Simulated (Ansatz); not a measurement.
# Cd2Te: the cost of one run

Computed with Ansatz 0.2.0 (DFT PBE, scalar-relativistic, plane waves, PAW, unless a step names another level, unless a step's input says otherwise).

## Step 1: The system as given

It takes space group P-3m1 (No. 164, trigonal). The conventional cell has a = 4.301 Å, b = 4.301 Å, c = 5.339 Å, α = 90.00°, β = 90.00°, γ = 120.00°. Around Cd (site symmetry 3m) lie 3 Te at 3.03 Å and 3 Cd at 3.10 Å. Te (site symmetry -3m) has 6 Cd at 3.03 Å as nearest neighbours.

Structure file:

```xyz
3
Lattice="4.3010 0.0000 0.0000 -2.1505 3.7248 0.0000 0.0000 0.0000 5.3392" Properties=species:S:1:pos:R:3 pbc="T T T"
Cd    0.0000    2.4832    1.7418
Cd    2.1505    1.2416    3.5974
Te    0.0000    0.0000    0.0000
```

It came out lowest among 27 distinct ends of the trial cells. At a tolerance of 0.05 Å it has space group P-3m1 (No. 164).

## Step 2: Tight relaxation for the response runs, on the response runs' mesh and smearing

input.yaml

```yaml
crystal:
  lattice:
    - [4.3009979895, 0.0, 0.0]
    - [-2.1504989947, 3.7247735206, 0.0]
    - [0.0, 0.0, 5.3391620397]
  atoms:
    - { symbol: Cd, position: [0.3333333333, 0.6666666667, 0.3262313735] }
    - { symbol: Cd, position: [0.6666666667, 0.3333333333, 0.6737686265] }
    - { symbol: Te, position: [0.0, 0.0, 0.0] }
basis:
  ecutwfc: 420
kpoints:
  mp_grid: { grid: [12, 12, 8] }
hamiltonian:
  xc: pbe
scf:
  occupations: { method: gaussian, width: 0.1 }
output:
  forces: true
  stress: true
  eigenvalues: true
  write_density: true
  write_potential: true
  elf: true
  volumetric_format: npy
relax:
  adjacent_minimum: "off"
  f_tol: 0.001
  max_steps: 60
  cell: { stress_tol: 0.01 }
```

Command:

```sh
$ ansatz run input.yaml --threads 3 --pin off --max-ram 7680MiB --backend cpu --events-out ev --progress --plain --runs-dir out
```

What time and memory should one allow on 3 threads of Intel Xeon at 2.70GHz, shared host?

About 18 s, with a peak of 0.62 GiB.
